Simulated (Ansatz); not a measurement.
# IrF: the cost of one run

Method: DFT PBE, scalar-relativistic, plane waves, PAW, in Ansatz 0.2.0.

### Step 1. Starting point

Symmetry: P4/mmm, No. 123, tetragonal system. The conventional cell has a = 2.605 Å, b = 2.605 Å, c = 3.212 Å, α = 90.00°, β = 90.00°, γ = 90.00°. Around Ir (site symmetry 4/mmm) lie 8 F at 2.44 Å and 4 Ir at 2.60 Å. Around F (site symmetry 4/mmm) lie 8 Ir at 2.44 Å.

Coordinates:

```
CELL_PARAMETERS angstrom
2.60481 0.00000 0.00000
0.00000 2.60481 0.00000
0.00000 0.00000 3.21180
ATOMIC_POSITIONS crystal
Ir 0.50000 0.50000 0.50000
F 0.00000 0.00000 0.00000
```

A structure generator made this guess: species swapped into a database cell of HgPd (P4/mmm, No. 123), with F on the Hg sites and Ir on the Pd sites. The dimensions are guesses.

### Step 2. The guess as it stands, on a coarse mesh

Contents of input.yaml:

```yaml
crystal:
  lattice:
    - [2.60481279, 0.0, 0.0]
    - [0.0, 2.60481279, 0.0]
    - [0.0, 0.0, 3.21179725]
  atoms:
    - { symbol: Ir, position: [0.5, 0.5, 0.5], spin: 1.0 }
    - { symbol: F, position: [0.0, 0.0, 0.0] }
basis:
  ecutwfc: 420
kpoints:
  mp_grid: { grid: [6, 6, 6] }
hamiltonian:
  xc: pbe
scf:
  occupations: { method: gaussian, width: 0.1 }
  lower_state_search: "off"
output:
  forces: true
  stress: true
  eigenvalues: true
  populations: true
magnetization:
  spin_polarized: true
```

The run is started by

```console
> ansatz run input.yaml --threads 1 --pin off --max-ram 2560MiB --backend cpu --events-out ev --progress --plain --runs-dir out
```

Q: Estimate wall time and peak memory on 1 thread of Arm Neoverse V2, shared host.

About 2.9 s, with a peak of 0.27 GiB.
